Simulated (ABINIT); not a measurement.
Crystal: AgB2.

```
CELL_PARAMETERS angstrom
3.00000 0.00000 0.00000
-1.50000 2.59808 0.00000
0.00000 0.00000 3.24000
ATOMIC_POSITIONS crystal
Ag 0.00000 0.00000 0.00000
B 0.66667 0.33333 0.50000
B 0.33333 0.66667 0.50000
```

* Program: ABINIT 10.8.3 (patched build)
* Task: single point
* Functional: PBE
* Potentials or basis: JTH PAW PBE v2.0
* Cutoff: 463 eV
* k mesh: 10 × 10 × 8
* Occupations: fermi-dirac, width 0.05 eV
* Spin: no spin polarisation

On this cell: pressure 54.9 GPa; largest force under 0.003 eV/Å; band gap on the k mesh none (metal or under the smearing width).

The same run follows on a disturbed copy (atoms moved at random, drawn with an rms of 0.05 Å):

```
Ag B
1.0
     3.00000    0.00000    0.00000
    -1.50000    2.59808    0.00000
     0.00000    0.00000    3.24000
Ag B
1 2
Direct
  0.03604 0.03052 0.99187
  0.65631 0.32991 0.49486
  0.31545 0.66017 0.50955
```

Q: What does the disturbed cell give?

A: The energy (extrapolated to zero smearing) moves by +14.0 meV/atom; pressure 55.9 GPa; largest force 0.739 eV/Å; band gap on the k mesh none (metal or under the smearing width).

Forces on the atoms (eV/Å):
```
Ag  -0.225 -0.231  0.638
B    0.224  0.122  0.093
B    0.000  0.109 -0.731
```

Stress tensor (GPa, compression positive):
```
44.34  1.35 -0.58
 1.35 43.41 -0.66
-0.58 -0.66 80.04
```

Caveats: the atomic spheres overlap; a pressure of tens of GPa on the cell as given is suspect, and the run, the potentials or the cell itself is likely at fault (some runs).
